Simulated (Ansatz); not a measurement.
Write the native input for Ansatz 0.2.0 that does the following.

* Task: relaxation of cell and atoms
* Functional: PBEsol
* Potentials or basis: Ansatz PAW
* Cutoff: 420 eV (not typed: the program's choice for these potentials)
* k mesh: 10 × 10 × 10
* Occupations: fermi-dirac, width 0.05 eV
* Spin: no spin polarisation
* Target pressure: 2 GPa
* Target pressure (GPa): 2

The system is Ti4Ru.

```
Ru Ti
1.0
     0.00000    2.37271   11.05393
     1.55677    0.00000   11.05393
     1.55677    2.37271    0.00000
Ru Ti
1 4
Direct
  0.00000 0.00000 0.00000
  0.59038 0.59038 0.40962
  0.19693 0.19693 0.80307
  0.80307 0.80307 0.19693
  0.40962 0.40962 0.59038
```

The cell comes from a database or a generator and needn't be the stable form of this composition.

One way to write it, as run:

input.yaml

```yaml
crystal:
  lattice:
    - [0.0, 2.372711, 11.053935]
    - [1.556774, 0.0, 11.053935]
    - [1.556774, 2.372711, 0.0]
  atoms:
    - { symbol: Ru, position: [0.0, 0.0, 0.0] }
    - { symbol: Ti, position: [0.590384, 0.590384, 0.409616] }
    - { symbol: Ti, position: [0.196926, 0.196926, 0.803074] }
    - { symbol: Ti, position: [0.803074, 0.803074, 0.196926] }
    - { symbol: Ti, position: [0.409616, 0.409616, 0.590384] }
hamiltonian:
  xc: pbesol
  pseudopotentials: { kind: paw }
kpoints:
  mp_grid: { grid: [10, 10, 10] }
scf:
  occupations: { method: fermi_dirac, width: 0.05 }
output:
  forces: true
  stress: true
  eigenvalues: true
relax:
  f_tol: 0.01
  max_steps: 40
  cell: { stress_tol: 0.05, p_target: 2.0 }
```

Potentials or basis: Ansatz PAW.

Launch:

```sh
$ ansatz run input.yaml --threads 2 --pin off --max-ram 5632MiB --backend cpu --events-out ev --progress --plain --runs-dir out
```

It gave:

```yaml
Relaxed_volume: 15.52 Å³/atom
Relaxed_cell: a = 11.189 Å, b = 11.049 Å, c = 2.783 Å, α = 85.68°, β = 79.95°, γ = 14.36°
Space_group_after_relaxing_to_0.05_Å: Fmmm (No. 69)
Energy_change_on_relaxing_the_enthalpy_is_what_falls: -9.0 meV/atom
Ionic_steps: 5
Pressure_after_relaxing: 2.0 GPa
Band_gap_on_the_k_mesh: none (metal or under the smearing width)
```

Caveat: the plane-wave basis is chosen anew once the cell has moved, so the energies of steps on either side of that aren't comparable; the PAW data sets come from PBE, with cores solved anew for the run's functional, which leaves a small shift of forces and pressure.

It took 2.1 min on 2 threads of Arm Neoverse V1, on a shared host, peak memory 0.68 GiB.
